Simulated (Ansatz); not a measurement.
**C₂H₅BO₂: small, medium and large basis sets**

The task here is to estimate one member of a computed series from the others.

Method: one geometry, several basis sets; program: Ansatz 0.2.0, Gaussian basis.

Levels to be run: PBE0-D4/def2-SVP; ωB97M-V/def2-SVP; PBE0-D4/def2-QZVPP; ωB97M-V/def2-QZVPP; the functionals' def2-TZVPP values are taken from earlier runs.

**The relaxed structure**

The geometry comes from an earlier relaxation with PBE0-D4 in a triple-zeta def2 set; it is a stationary point, not always the lowest conformer.

SMILES `CC1OB1O`, 10 atoms, charge 0, spin multiplicity 1.

Atoms are counted from 1 here; the program's logs count them from 0.

Bond lengths: C1–C2 1.497 Å, C1–H6 1.091 Å, C1–H7 1.094 Å, C1–H8 1.094 Å, C2–O3 1.521 Å, C2–B4 1.510 Å, C2–H9 1.089 Å, O3–B4 1.335 Å, B4–O5 1.343 Å, O5–H10 0.959 Å. Angles: C2–C1–H6 111.8°, C2–C1–H7 111.3°, C2–C1–H8 109.5°, H6–C1–H7 108.4°, H6–C1–H8 108.0°, H7–C1–H8 107.7°, C1–C2–O3 114.5°, C1–C2–B4 125.5°, C1–C2–H9 114.2°, O3–C2–B4 52.2°, O3–C2–H9 110.1°, B4–C2–H9 119.9°, C2–O3–B4 63.5°, C2–B4–O3 64.3°, C2–B4–O5 159.4°, O3–B4–O5 136.2°, B4–O5–H10 113.5°.

The first run:

in.yaml

```yaml
crystal:
  periodic: [false, false, false]
  atoms:
    - {symbol: C, position_ang: [-1.037336, -0.883873, 0.320365]}
    - {symbol: C, position_ang: [0.281428, -0.199573, 0.502699]}
    - {symbol: O, position_ang: [1.338152, -0.584686, -0.521332]}
    - {symbol: B, position_ang: [0.953217, 0.693095, -0.513734]}
    - {symbol: O, position_ang: [1.247116, 1.798678, -1.216612]}
    - {symbol: H, position_ang: [-1.399145, -0.799008, -0.705897]}
    - {symbol: H, position_ang: [-0.972727, -1.945244, 0.576541]}
    - {symbol: H, position_ang: [-1.780535, -0.426430, 0.979844]}
    - {symbol: H, position_ang: [0.690415, -0.278841, 1.509347]}
    - {symbol: H, position_ang: [0.762716, 2.574680, -0.928221]}
basis:
  gaussian: {orbitals: def2-SVP}
hamiltonian: {xc: pbe0, dispersion: d4}
output: {orbitals: {seedname: orbitals}}
```

Launch:

```console
$ ansatz run in.yaml --threads 2 --pin off --events-out ev --progress --plain --max-ram 4352MiB
```

Among the steps run: PBE0-D4 in def2-SVP; ωB97M-V in def2-SVP; PBE0-D4 in def2-QZVPP; ωB97M-V in def2-QZVPP.

One table of the session follows, with a row left open; its other results are not shown here.

It belongs to the step «Density functionals: the series». 

```
functional       basis  HOMO (eV)  LUMO (eV)
   PBE0-D4    def2-SVP      -7.57       1.20
   PBE0-D4  def2-TZVPP      -7.67       0.44
   PBE0-D4  def2-QZVPP          ?          ?
   ωB97M-V    def2-SVP      -9.87       2.87
   ωB97M-V  def2-TZVPP      -9.98       1.75
   ωB97M-V  def2-QZVPP     -10.01       1.19
```

**Question.** Estimate the row for PBE0-D4, def2-QZVPP.

The run gave: HOMO (eV): -7.70; LUMO (eV): 0.13. In the column «HOMO (eV)» it lies between ωB97M-V, def2-SVP (-9.87) and PBE0-D4, def2-TZVPP (-7.67).
